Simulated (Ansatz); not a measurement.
# CH₄F₂N₂Si: small, medium and large basis sets

One table from this session's results is given with a row withheld; the runs are named, their logs left out.

Method: one geometry, several basis sets; program: Ansatz 0.2.0, Gaussian basis.

Levels to be run: PBE0-D4/def2-SVP; ωB97M-V/def2-SVP; PBE0-D4/def2-QZVPP; ωB97M-V/def2-QZVPP; the functionals' def2-TZVPP values are taken from earlier runs.

### The relaxed structure

The geometry comes from an earlier relaxation with PBE0-D4 in a triple-zeta def2 set; it is a stationary point, not always the lowest conformer.

SMILES `N[SiH](F)/N=C/F`, 10 atoms, charge 0, spin multiplicity 1.

Atoms are counted from 1 here; the program's logs count them from 0.

Bond lengths: N1–Si2 1.686 Å, N1–H7 1.005 Å, N1–H8 1.005 Å, Si2–F3 1.606 Å, Si2–N4 1.722 Å, Si2–H9 1.474 Å, N4–C5 1.235 Å, C5–F6 1.335 Å, C5–H10 1.094 Å. Angles: Si2–N1–H7 123.7°, Si2–N1–H8 121.9°, H7–N1–H8 113.1°, N1–Si2–F3 112.9°, N1–Si2–N4 106.6°, N1–Si2–H9 112.5°, F3–Si2–N4 109.5°, F3–Si2–H9 104.5°, N4–Si2–H9 110.9°, Si2–N4–C5 125.6°, N4–C5–F6 121.2°, N4–C5–H10 129.5°, F6–C5–H10 109.3°.

Geometry (Å):

```xyz
10

N    -0.1779   -1.8283   -0.4937
Si    0.5659   -0.3153   -0.5267
F     1.7883   -0.1978    0.5090
N    -0.6460    0.8374   -0.1178
C    -0.5568    1.6897    0.7720
F    -1.5488    2.5518    1.0055
H     0.2820   -2.6813   -0.7591
H    -1.0489   -1.9821   -0.0163
H     1.1623   -0.0085   -1.8393
H     0.2630    1.8835    1.4693
```

Set-up of the first run:

in.yaml reads:

```yaml
crystal:
  periodic: [false, false, false]
  atoms:
    - {symbol: N, position_ang: [-0.177933, -1.828338, -0.493695]}
    - {symbol: Si, position_ang: [0.565910, -0.315334, -0.526660]}
    - {symbol: F, position_ang: [1.788320, -0.197809, 0.508966]}
    - {symbol: N, position_ang: [-0.645996, 0.837390, -0.117767]}
    - {symbol: C, position_ang: [-0.556843, 1.689652, 0.772029]}
    - {symbol: F, position_ang: [-1.548805, 2.551791, 1.005476]}
    - {symbol: H, position_ang: [0.281976, -2.681273, -0.759127]}
    - {symbol: H, position_ang: [-1.048885, -1.982148, -0.016265]}
    - {symbol: H, position_ang: [1.162350, -0.008520, -1.839257]}
    - {symbol: H, position_ang: [0.263005, 1.883490, 1.469298]}
basis:
  gaussian: {orbitals: def2-SVP}
hamiltonian: {xc: pbe0, dispersion: d4}
output: {orbitals: {seedname: orbitals}}
```

Launch:

```console
$ ansatz run in.yaml --threads 4 --pin off --events-out ev --progress --plain --max-ram 10444MiB
```

Steps of the session up to this table: PBE0-D4 in def2-SVP; ωB97M-V in def2-SVP; PBE0-D4 in def2-QZVPP; ωB97M-V in def2-QZVPP.

One of the session's tables, all rows but one given; the rest of the session is left out.

It belongs to the step «Functionals by basis». 

```
functional       basis  HOMO (eV)
   PBE0-D4    def2-SVP          ?
   PBE0-D4  def2-TZVPP      -7.96
   PBE0-D4  def2-QZVPP      -8.01
   ωB97M-V    def2-SVP     -10.12
   ωB97M-V  def2-TZVPP     -10.35
   ωB97M-V  def2-QZVPP     -10.40
```

Q: Estimate the row for PBE0-D4, def2-SVP from the others.

The run gave: HOMO (eV): -7.74. In the column «HOMO (eV)» it is the highest.
